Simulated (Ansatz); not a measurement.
# HCl: the cost of one run

Program: Ansatz 0.2.0. Level of theory: DFT PBEsol, plane waves, PAW, scalar-relativistic, no spin polarisation. These are calculated values, not measurements.

## Step 1: The system as given

The cell holds 16 atoms (Cl8H8): a = 7.417 Å, b = 7.417 Å, c = 7.417 Å, α = 90.00°, β = 90.00°, γ = 90.00°.

Structure file:

```xyz
16
Lattice="7.4169 0.0000 0.0000 0.0000 7.4169 0.0000 0.0000 0.0000 7.4169" Properties=species:S:1:pos:R:3 pbc="T T T"
Cl    7.7486    1.7044    0.9635
H     7.0826    2.7922    1.0713
Cl    3.7473    5.2501    5.3617
H     4.0644    4.5478    4.3397
Cl    0.9338    5.6064    2.5499
H     0.7510    5.5364    1.2850
Cl    6.8390    5.5901    6.6699
H     5.6786    5.1938    7.0369
Cl    3.2206    2.4307    0.2432
H     2.9271    1.7310    1.2740
Cl    1.5399    3.0783    4.6975
H     2.7061    3.2418    4.1958
Cl    5.2853    1.4141    3.8699
H     5.4621    2.6224    4.2532
Cl    5.2565    7.3507    1.1878
H     6.4399    6.9775    1.5018
```

## Step 2: Relaxing the start

input.yaml reads:

```yaml
accuracy: low
crystal:
  lattice:
    - [7.41686, 0.0, 0.0]
    - [0.0, 7.41686, 0.0]
    - [0.0, 0.0, 7.41686]
  atoms:
    - { symbol: Cl, position: [1.0447328, 0.229807, 0.1299115] }
    - { symbol: H, position: [0.9549348, 0.3764627, 0.1444433] }
    - { symbol: Cl, position: [0.5052343, 0.7078585, 0.7229104] }
    - { symbol: H, position: [0.5479973, 0.6131642, 0.5851169] }
    - { symbol: Cl, position: [0.1259089, 0.7558959, 0.3437971] }
    - { symbol: H, position: [0.1012507, 0.7464581, 0.1732519] }
    - { symbol: Cl, position: [0.9220893, 0.753708, 0.899288] }
    - { symbol: H, position: [0.7656314, 0.7002683, 0.9487642] }
    - { symbol: Cl, position: [0.4342292, 0.327728, 0.0327869] }
    - { symbol: H, position: [0.3946554, 0.2333858, 0.1717697] }
    - { symbol: Cl, position: [0.2076204, 0.4150433, 0.6333566] }
    - { symbol: H, position: [0.3648529, 0.4370816, 0.5657178] }
    - { symbol: Cl, position: [0.7126077, 0.1906536, 0.5217678] }
    - { symbol: H, position: [0.7364389, 0.3535745, 0.5734557] }
    - { symbol: Cl, position: [0.7087181, 0.9910746, 0.1601468] }
    - { symbol: H, position: [0.8682765, 0.9407598, 0.2024822] }
basis:
  ecutwfc: 420.0
kpoints:
  mp_grid: { grid: [1, 1, 1] }
hamiltonian:
  xc: pbesol
scf:
  occupations: { method: fermi_dirac, width: 0.05 }
  lower_state_search: "off"
relax:
  f_tol: 0.3
  max_steps: 15
  adjacent_minimum: "off"
```

The run is started by

```sh
> ansatz run input.yaml --threads 1 --pin off --max-ram 3072MiB --backend cpu --events-out ev --progress --plain --runs-dir out
```

**Question.** How long does this run take on 1 thread of Arm Neoverse V1, shared host, and how much memory does it need?

About 23 s, with a peak of 0.37 GiB.
